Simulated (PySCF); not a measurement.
Molecule: ZnH2, in a box.

```
CELL_PARAMETERS angstrom
11.00000 0.00000 0.00000
0.00000 12.00000 0.00000
0.00000 0.00000 10.00000
ATOMIC_POSITIONS crystal
Zn 0.50118 0.50175 0.50340
H 0.55520 0.61390 0.55039
H 0.44716 0.38960 0.45641
```

Base run:

```yaml
Program: PySCF 2.14.0
Functional: rSCAN
Potentials_or_basis: def2-svp (all-electron)
k_mesh: 1 × 1 × 1
Occupations: fixed
Spin: no spin polarisation
```

Its results: gap between the frontier levels 7.33 eV.

Q: After a change of settings the same cell gave: gap between the frontier levels 9.43 eV. Which change was it?
A. functional from rSCAN to r2SCAN0
B. functional from rSCAN to revTPSS; dispersion from none to D3(OP)
C. functional from rSCAN to r2SCAN; dispersion from none to D3(BJ)

A: A.

r2SCAN0 gives the wider gap, since exact exchange removes part of the self-interaction.

Caveats: this is a molecule in a periodic box at the Γ point, so its band gap is the HOMO-LUMO gap; the basis of atomic orbitals isn't converged, which shifts pressures, moduli and gaps.

Runs at the PBE level aren't shown here.
